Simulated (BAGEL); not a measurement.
# SiCNF2 (SMILES N#C[Si](F)F) at UHF/3-21G (density fitting with qzvpp-jkfit)

What is the vertical ionisation energy of SiCNF2 at UHF/3-21G (density fitting with qzvpp-jkfit)? 

The results are computed with BAGEL 1.2.2.

7 further runs of the same task are left out: 5 that didn't finish, 2 set aside as unsound or not needed. Runs told in other sessions of the task aren't counted.

## 1. The molecule

The species is SiCNF2 (5 atoms), meant as a doublet with charge 0. SMILES: `N#C[Si](F)F`. Geometry: relaxed at PBE0-D4/def2-TZVP.

Bond lengths: N1–C2 1.152 Å, C2–Si3 1.842 Å, Si3–F4 1.580 Å, Si3–F5 1.580 Å. Angles: N1–C2–Si3 172.4°, C2–Si3–F4 107.6°, C2–Si3–F5 107.6°, F4–Si3–F5 108.8°.

## 2. A single-point energy at UHF/3-21G (density fitting with qzvpp-jkfit)

The input, input.json:

```json
{ "bagel": [

{
  "title": "molecule",
  "basis": "3-21g",
  "df_basis": "qzvpp-jkfit",
  "angstrom": "true",
  "geometry": [
    { "atom": "N", "xyz": [    1.426100,   -1.103800,    1.364300 ] },
    { "atom": "C", "xyz": [    0.743000,   -0.566400,    0.607500 ] },
    { "atom": "Si", "xyz": [   -0.192800,    0.214100,   -0.773500 ] },
    { "atom": "F", "xyz": [   -1.655600,   -0.382400,   -0.757500 ] },
    { "atom": "F", "xyz": [   -0.270900,    1.764900,   -0.482300 ] }
  ]
},
{ "title": "uhf", "nopen": 1 },
{ "title": "print", "file": "orbitals.molden", "orbitals": "true" }

]}
```

On the command line:

```sh
$ BAGEL_NUM_THREADS=1 BAGEL input.json > input.out
```

The log of the run:

```text
* using 1 threads per process

  ===============================================================
  ===============================================================

  *** Geometry ***

  { "atom" : "N", "xyz" : [      2.694938,     -2.085880,      2.578153 ] },
  { "atom" : "C", "xyz" : [      1.404067,     -1.070341,      1.148009 ] },
  { "atom" : "Si", "xyz" : [     -0.364339,      0.404590,     -1.461703 ] },
  { "atom" : "F", "xyz" : [     -3.128631,     -0.722631,     -1.431468 ] },
  { "atom" : "F", "xyz" : [     -0.511927,      3.335178,     -0.911415 ] },

  Number of auxiliary basis functions:      434

  Since a DF basis is specified, we compute 2- and 3-index integrals:
    o Being stored without compression. Storage requirement is 0.008 GB

  Number of basis functions:       49
  Number of electrons      :       45

    * METHOD: MOLECULE                             0.15

  *** Open-shell HF ***

  === Nuclear Repulsion ===
   200.0261030113

      * DIIS with orbital gradients will be used.

  === UHF iteration (3-21g) ===
      0       -576.81764684          0.06971003           0.07
      1       -576.94467216          0.05776921           0.07
      2       -576.97565627          0.05294630           0.07
      3       -577.08278604          0.00415782           0.07
      4       -577.08382015          0.00109138           0.07
      5       -577.08410923          0.00026305           0.07
      6       -577.08414810          0.00006641           0.07
      7       -577.08416751          0.00003239           0.07
      8       -577.08418016          0.00002486           0.07
      9       -577.08419617          0.00001979           0.07
     10       -577.08421182          0.00001646           0.07
     11       -577.08422916          0.00001358           0.07
     12       -577.08424930          0.00000915           0.07
     13       -577.08426102          0.00000668           0.07
     14       -577.08426909          0.00000530           0.07
     15       -577.08427471          0.00000467           0.07
     16       -577.08428149          0.00000414           0.07
     17       -577.08428752          0.00000383           0.07
     18       -577.08429105          0.00000375           0.07
     19       -577.08429187          0.00000374           0.07
     20       -577.08429592          0.00000361           0.07
     21       -577.08430256          0.00000275           0.07
     22       -577.08430439          0.00000171           0.07
     23       -577.08430436          0.00000142           0.07
     24       -577.08430444          0.00000074           0.07
     25       -577.08430438          0.00000044           0.07
     26       -577.08430437          0.00000019           0.07
     27       -577.08430438          0.00000016           0.07
     28       -577.08430440          0.00000015           0.07
     29       -577.08430442          0.00000013           0.07
     30       -577.08430442          0.00000014           0.07
     31       -577.08430442          0.00000014           0.07
     32       -577.08430442          0.00000012           0.07
     33       -577.08430444          0.00000007           0.07
     34       -577.08430445          0.00000004           0.07
     35       -577.08430444          0.00000002           0.07
     36       -577.08430445          0.00000001           0.07
     37       -577.08430445          0.00000001           0.07
     38       -577.08430445          0.00000001           0.07
    * SCF iteration converged.

    * S^2 (UHF) is 0.7736

    * Permanent dipole moment:
           (   -0.136489,    -0.049534,     1.073305) a.u.

    * METHOD: UHF                                  2.81

    * METHOD: PRINT                                0.01

  ===============================================================
```

Wall time 3.3 s (1 thread of Arm Neoverse V1, shared host).

## 3. The singlet cation at the same level

The input, job.json:

```json
{ "bagel" : [

{
  "title" : "molecule",
  "basis" : "3-21g",
  "df_basis" : "qzvpp-jkfit",
  "angstrom" : true,
  "geometry" : [
    { "atom" : "N", "xyz" : [       1.426100,      -1.103800,       1.364300 ] },
    { "atom" : "C", "xyz" : [       0.743000,      -0.566400,       0.607500 ] },
    { "atom" : "Si", "xyz" : [      -0.192800,       0.214100,      -0.773500 ] },
    { "atom" : "F", "xyz" : [      -1.655600,      -0.382400,      -0.757500 ] },
    { "atom" : "F", "xyz" : [      -0.270900,       1.764900,      -0.482300 ] }
  ]
},

{
  "title" : "hf",
  "charge" : 1
},

{
  "title" : "print",
  "file" : "orbitals.molden",
  "orbitals" : true
}

]}
```

On the command line:

```sh
$ BAGEL_NUM_THREADS=1 BAGEL job.json > job.out
```

The log of the run:

```text
* using 1 threads per process

  ===============================================================
  ===============================================================

  *** Geometry ***

  { "atom" : "N", "xyz" : [      2.694938,     -2.085880,      2.578153 ] },
  { "atom" : "C", "xyz" : [      1.404067,     -1.070341,      1.148009 ] },
  { "atom" : "Si", "xyz" : [     -0.364339,      0.404590,     -1.461703 ] },
  { "atom" : "F", "xyz" : [     -3.128631,     -0.722631,     -1.431468 ] },
  { "atom" : "F", "xyz" : [     -0.511927,      3.335178,     -0.911415 ] },

  Number of auxiliary basis functions:      434

  Since a DF basis is specified, we compute 2- and 3-index integrals:
    o Being stored without compression. Storage requirement is 0.008 GB

  Number of basis functions:       49
  Number of electrons      :       45

    * METHOD: MOLECULE                             0.14

  *** RHF ***

  === Nuclear Repulsion ===
   200.0261030113

      * DIIS with orbital gradients will be used.

  === RHF iteration (3-21g) ===
      0       -576.37944583          0.03875850           0.04
      1       -576.47880886          0.03633128           0.04
      2       -576.69205071          0.00424501           0.04
      3       -576.69629525          0.00205372           0.04
      4       -576.69770054          0.00040094           0.05
      5       -576.69783699          0.00012724           0.04
      6       -576.69784975          0.00006016           0.03
      7       -576.69785295          0.00002746           0.04
      8       -576.69785358          0.00001524           0.03
      9       -576.69785376          0.00000923           0.03
     10       -576.69785380          0.00000427           0.03
     11       -576.69785382          0.00000168           0.04
     12       -576.69785382          0.00000079           0.03
     13       -576.69785382          0.00000034           0.03
     14       -576.69785382          0.00000016           0.03
     15       -576.69785382          0.00000009           0.03
     16       -576.69785382          0.00000005           0.03
     17       -576.69785382          0.00000003           0.03
     18       -576.69785382          0.00000001           0.03
     19       -576.69785382          0.00000001           0.03
    * SCF iteration converged.

    * Permanent dipole moment:
           (   -0.668165,     0.164729,     2.076448) a.u.

    * METHOD: HF                                   0.85

    * METHOD: PRINT                                0.01

  ===============================================================
```

Wall time 1.1 s (1 thread of Arm Neoverse V1, shared host).

## 4. Summary of results

At UHF/3-21G (density fitting with qzvpp-jkfit):

| quantity | value |
| --- | --- |
| doublet SiCNF2: total energy | -577.08430 Eh |
| doublet SiCNF2: dipole moment | 2.75 D |
| doublet SiCNF2: ⟨S²⟩ | 0.774 |
| singlet cation: total energy | -576.69785 Eh |
| singlet cation: HOMO energy | -20.03 eV |
| singlet cation: LUMO energy | -9.74 eV |
| singlet cation: HOMO–LUMO gap | 10.29 eV |
| vertical ionisation energy (to the singlet cation) | 10.516 eV |

In words: Removing an electron at fixed nuclei costs 10.52 eV (243 kcal/mol).
